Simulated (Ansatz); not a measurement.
# Zn3In: the cost of one run

Method: DFT PBEsol, scalar-relativistic, plane waves, PAW, in Ansatz 0.2.0.

## 1. The system as given

The structure is tetragonal, space group I4/mmm (No. 139). Conventional cell: a = 4.220 Å, b = 4.220 Å, c = 8.190 Å, α = 90.00°, β = 90.00°, γ = 90.00°. Zn (site symmetry -4m2) has 8 Zn at 2.94 to 2.98 Å and 4 In at 2.94 Å as nearest neighbours. Zn (site symmetry 4/mmm) is surrounded by 8 Zn at 2.94 Å and 4 In at 2.98 Å. Around In (site symmetry 4/mmm) lie 12 Zn at 2.94 to 2.98 Å.

As a file:

```
CELL_PARAMETERS angstrom
4.21973 0.00000 0.00000
0.00000 4.21973 0.00000
-2.10987 -2.10987 4.09477
ATOMIC_POSITIONS crystal
Zn 0.25000 0.75000 0.50000
Zn 0.75000 0.25000 0.50000
Zn 0.50000 0.50000 0.00000
In 0.00000 0.00000 0.00000
```

The structure comes from the Materials Project (structure only).

## 2. The base run

input.yaml reads:

```yaml
crystal:
  lattice:
    - [4.21973, 0.0, 0.0]
    - [0.0, 4.21973, 0.0]
    - [-2.109865, -2.109865, 4.094772]
  atoms:
    - { symbol: Zn, position: [0.25, 0.75, 0.5] }
    - { symbol: Zn, position: [0.75, 0.25, 0.5] }
    - { symbol: Zn, position: [0.5, 0.5, 0.0] }
    - { symbol: In, position: [0.0, 0.0, 0.0] }
basis:
  ecutwfc: 500
  fft_grid_basis: typed
kpoints:
  mp_grid: { grid: [10, 10, 10] }
hamiltonian:
  xc: pbesol
  pseudopotentials: { kind: paw }
scf:
  occupations: { method: gaussian, width: 0.05 }
output:
  forces: true
  stress: true
  eigenvalues: true
  bader: true
  write_density: true
  volumetric_format: npy
  elf: true
```

The run is started by

```
$ ansatz run input.yaml --threads 1 --pin off --max-ram 2560MiB --backend cpu --events-out ev --progress --plain --runs-dir out
```

**Question.** How long does this run take on 1 thread of Arm Neoverse V2, shared host, and how much memory does it need?

About 39 s, with a peak of 0.49 GiB.
